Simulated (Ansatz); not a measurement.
Run this with Ansatz 0.2.0 through its Python package and show what comes out.

The script reads `bh4nssi.xyz`:
```text
8

S    -0.76970    2.19160   -0.74460
B    -0.21340    0.67590    0.10340
N     0.72330   -0.04020    1.03980
Si   -0.19500   -1.28250    0.42040
H     0.07590    2.04280   -1.84640
H     1.67210   -0.08090    0.55410
H    -1.44870   -1.60080    1.20940
H     0.24760   -1.96300   -0.79190
```

`bh4nssi.py`
```python
"""Vibrations of BH4NSSi."""

import ansatz as az
import numpy as np

bh4nssi = az.Crystal.molecule_from_extxyz("bh4nssi.xyz")

setup = bh4nssi.calculation()
setup = setup.basis(gaussian="6-31G*")
setup = setup.functional("CAM-B3LYP")
setup = setup.scf(lower_state_search="light")
symbols = [site.symbol for site in bh4nssi.cartesian_sites]
start = np.array([site.position_ang for site in bh4nssi.cartesian_sites], dtype=float)
def progress(event):
    if event["event"] == "relax_step":
        row = event["data"]
        print(f"step {row['step']:3d}  E = {row['lagrangian_ev']:.6f} eV  max force {row['allowed_force_max_ev_ang']:.4f} eV/A")


data = setup.relax(force_tolerance=0.003, max_steps=100).session().plan().execute(on_event=progress).report
end = np.array(data["positions_ang"])

print("bond        before    after (A)")
for i, j in [(0, 1), (0, 4), (1, 2), (1, 3), (2, 3), (2, 5), (3, 6), (3, 7)]:
    d0, d1 = (np.linalg.norm(xyz[i] - xyz[j]) for xyz in (start, end))
    print(f"{symbols[i]}{i}-{symbols[j]}{j}".ljust(10), f"{d0:8.4f} {d1:8.4f}")

# frequencies need a stationary point, so they are taken at the relaxed geometry
minimum = az.Crystal.molecule()
for symbol, xyz in zip(symbols, end):
    minimum = minimum.atom(symbol, xyz.tolist())
vibrating = minimum.calculation()
vibrating = vibrating.basis(gaussian="6-31G*")
vibrating = vibrating.functional("CAM-B3LYP")
vibrating = vibrating.scf(lower_state_search="light").phonons(temperatures=(100, 500, 100))
vib = vibrating.run().report["vibrations"]
sums = vib["harmonic_sums"]
modes = [m["omega_inv_cm"] for m in sums["modes_at_gamma"] if m["rigid_motion"] == "no"]
for number, w in enumerate(modes, start=1):
    print(f"mode {number:2d} {w:9.1f} 1/cm {w / 8065.544 * 1000:8.2f} meV")
print("imaginary modes:", sum(w < 0 for w in modes), " zero-point energy:", round(sums["zero_point_energy_ev"], 4), "eV")
print("T (K)   F_vib (eV)   S_vib (meV/K)   C_vib (meV/K)")
for row in zip(sums["temperatures_k"], sums["vibrational_free_energy_ev"], vib["entropy_ev_per_k"], vib["heat_capacity_ev_per_k"]):
    print(f"{row[0]:6.1f} {row[1]:11.4f} {1000 * row[2]:13.4f} {1000 * row[3]:15.4f}")
```

`python bh4nssi.py` gives:
```text
step   1  E = -20940.545913 eV  max force 4.6809 eV/A
step   2  E = -20941.706859 eV  max force 2.5847 eV/A
step   3  E = -20942.438617 eV  max force 1.5538 eV/A
step   4  E = -20942.687118 eV  max force 1.2578 eV/A
step   5  E = -20942.790440 eV  max force 0.4156 eV/A
step   6  E = -20942.856348 eV  max force 0.6725 eV/A
step   7  E = -20942.895486 eV  max force 1.3688 eV/A
step   8  E = -20943.037633 eV  max force 0.6757 eV/A
step   9  E = -20943.123460 eV  max force 0.4967 eV/A
step  10  E = -20943.146795 eV  max force 0.4528 eV/A
step  11  E = -20943.146589 eV  max force 0.5693 eV/A
step  12  E = -20943.178491 eV  max force 0.1319 eV/A
step  13  E = -20943.180528 eV  max force 0.0361 eV/A
step  14  E = -20943.180732 eV  max force 0.0239 eV/A
step  15  E = -20943.180773 eV  max force 0.0104 eV/A
step  16  E = -20943.180778 eV  max force 0.0019 eV/A
bond        before    after (A)
S0-B1        1.8237   1.7979
S0-H4        1.3968   1.3437
B1-N2        1.5057   1.3839
B1-Si3       1.9840   1.9250
N2-Si3       1.6644   1.7603
N2-H5        1.0667   1.0113
Si3-H6       1.5151   1.4830
Si3-H7       1.4590   1.4831
mode  1     234.2 1/cm    29.04 meV
mode  2     234.8 1/cm    29.11 meV
mode  3     344.7 1/cm    42.73 meV
mode  4     425.9 1/cm    52.80 meV
mode  5     568.9 1/cm    70.54 meV
mode  6     627.5 1/cm    77.80 meV
mode  7     664.8 1/cm    82.42 meV
mode  8     680.0 1/cm    84.31 meV
mode  9     761.4 1/cm    94.41 meV
mode 10     840.9 1/cm   104.26 meV
mode 11     955.4 1/cm   118.45 meV
mode 12    1007.4 1/cm   124.90 meV
mode 13    1047.1 1/cm   129.83 meV
mode 14    1442.2 1/cm   178.82 meV
mode 15    2277.8 1/cm   282.41 meV
mode 16    2283.8 1/cm   283.16 meV
mode 17    2750.8 1/cm   341.06 meV
mode 18    3622.0 1/cm   449.07 meV
imaginary modes: 0  zero-point energy: 1.2876 eV
T (K)   F_vib (eV)   S_vib (meV/K)   C_vib (meV/K)
 100.0      1.2869        0.0321          0.0980
 200.0      1.2773        0.1716          0.3370
 300.0      1.2512        0.3529          0.5650
 400.0      1.2065        0.5406          0.7398
 500.0      1.1434        0.7203          0.8686
```

What to keep in mind:
- These settings explore the input space; basis and method may be short of convergence.
- The frequencies are harmonic and unscaled, in a modest basis. The result belongs to the one conformer reached from this start, and soft torsions count as harmonic oscillators.
- Hardware and time: 3.3 min on 1 thread of Arm Neoverse V1, on a shared host, peak memory 0.25 GiB.

(A comment or docstring line of the script was reworded after the run, the code is as it ran; lines on the test bed's own set-up are left out of the output.)
